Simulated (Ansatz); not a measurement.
**Cl3H2O2Ta: small, medium and large basis sets**

An exercise on one series of results from a longer session: the logs are not shown, and one member is left open.

Program: Ansatz 0.2.0, Gaussian basis. Level of theory: one geometry, several basis sets. These are calculated values, not measurements.

Plan: PBE0-D4/def2-SVP; ωB97M-V/def2-SVP; PBE0-D4/def2-QZVPP; ωB97M-V/def2-QZVPP; the functionals' def2-TZVPP values are taken from earlier runs.

## The relaxed structure

An earlier PBE0-D4 in a triple-zeta def2 set relaxation fixed the geometry. Ta takes the def2 core potential; no spin-orbit term is included.

8 atoms, charge 0, spin multiplicity 1.

Atoms are counted from 1 here; the program's logs count them from 0.

Bond lengths: O1–Ta2 1.876 Å, O1–H7 0.962 Å, Ta2–O3 1.889 Å, Ta2–Cl4 2.294 Å, Ta2–Cl5 2.333 Å, Ta2–Cl6 2.329 Å, O3–H8 0.956 Å. Angles: Ta2–O1–H7 122.5°, O1–Ta2–O3 91.3°, O1–Ta2–Cl4 115.0°, O1–Ta2–Cl5 90.7°, O1–Ta2–Cl6 122.0°, O3–Ta2–Cl4 92.6°, O3–Ta2–Cl5 173.3°, O3–Ta2–Cl6 86.1°, Cl4–Ta2–Cl5 92.3°, Cl4–Ta2–Cl6 123.0°, Cl5–Ta2–Cl6 87.4°, Ta2–O3–H8 143.2°.

Geometry (Å):

```tsv
atom	x (Å)	y (Å)	z (Å)
O1	1.66585	-0.16569	-0.48279
Ta2	-0.16631	0.20676	-0.33417
O3	-0.31989	-0.93205	1.16456
Cl4	-1.53181	-1.11910	-1.61452
Cl5	-0.00493	1.82054	-2.01169
Cl6	-0.97432	1.88732	1.06052
H7	2.12416	-0.75557	0.12274
H8	-0.70054	-0.99931	2.03945
```

Set-up of the first run:

Contents of in.yaml:

```yaml
crystal:
  periodic: [false, false, false]
  atoms:
    - {symbol: O, position_ang: [1.665854, -0.165689, -0.482790]}
    - {symbol: Ta, position_ang: [-0.166311, 0.206757, -0.334175]}
    - {symbol: O, position_ang: [-0.319889, -0.932045, 1.164562]}
    - {symbol: Cl, position_ang: [-1.531806, -1.119098, -1.614518]}
    - {symbol: Cl, position_ang: [-0.004934, 1.820541, -2.011690]}
    - {symbol: Cl, position_ang: [-0.974324, 1.887315, 1.060517]}
    - {symbol: H, position_ang: [2.124155, -0.755568, 0.122741]}
    - {symbol: H, position_ang: [-0.700545, -0.999313, 2.039452]}
basis:
  gaussian: {orbitals: def2-SVP}
hamiltonian: {xc: pbe0, dispersion: d4}
output: {orbitals: {seedname: orbitals}}
```

The run is started by

```
ansatz run in.yaml --threads 4 --pin off --events-out ev --progress --plain --max-ram 11315MiB
```

Among the steps run: PBE0-D4 in def2-SVP; ωB97M-V in def2-SVP; PBE0-D4 in def2-QZVPP; ωB97M-V in def2-QZVPP.

One of the session's tables, all rows but one given; the rest of the session is left out.

It belongs to the step «Density functionals: the series». 

```
functional       basis  HOMO (eV)  LUMO (eV)
   PBE0-D4    def2-SVP      -8.55      -2.62
   PBE0-D4  def2-TZVPP          ?          ?
   PBE0-D4  def2-QZVPP      -8.64      -2.66
   ωB97M-V    def2-SVP     -10.71      -0.49
   ωB97M-V  def2-TZVPP     -10.81      -0.53
   ωB97M-V  def2-QZVPP     -10.86      -0.62
```

Estimate the missing values for PBE0-D4, def2-TZVPP.

As computed: HOMO (eV): -8.60; LUMO (eV): -2.61. In the column «HOMO (eV)» it lies between PBE0-D4, def2-QZVPP (-8.64) and PBE0-D4, def2-SVP (-8.55).
